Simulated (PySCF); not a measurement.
# C2H6SSi: the cost of one run

The runs use PySCF 2.14.0, with density-fitted response routines of our own; the level of theory stands in each step. All values are computed, except where a source is named. Atoms are numbered from 0 throughout.

## 1. Starting geometry

10 atoms, charge 0, multiplicity 1; geometry from: GFN2-xTB. The atoms were then displaced at random by about 0.01 Å, so the start is not that level's minimum.

Bonds of the start (Å): C0–C1 1.34, C1–Si2 1.89, Si2–S3 2.11, C0–H4 1.06, C0–H5 1.08, C1–H6 1.08, Si2–H7 1.45, Si2–H8 1.49, S3–H9 1.32.

## 2. Geometry optimisation at PBE0-D3(BJ)/def2-SVP

The job: settings as JSON, then the geometry in Å.

```
{"job": {"xc": "PBE0", "basis": "def2-SVP", "d3": "d3bj", "grid": 1, "shake": 0.01, "kind": "geom"}, "charge": 0, "multiplicity": 1}
C      1.640040     0.693280     0.221370
C      0.649220     0.171810    -0.511650
Si    -0.712070    -0.947000     0.161130
S     -2.562510    -0.122980    -0.438360
H      1.698440     0.531890     1.266490
H      2.368940     1.369650    -0.210120
H      0.632350     0.395060    -1.570620
H     -0.673720    -2.258750    -0.450040
H     -0.664230    -0.990130     1.647540
H     -2.326020     1.136260    -0.136790
```

On the command line:

```console
$ OMP_NUM_THREADS=1 python probes_run.py task.json out
```

One launch serves the whole session: the jobs run in the order shown.

**Question.** How long does this first job take on 1 thread of Arm Neoverse V1, shared host, and how much memory does it need?

About 24 s, with a peak of 0.39 GiB.
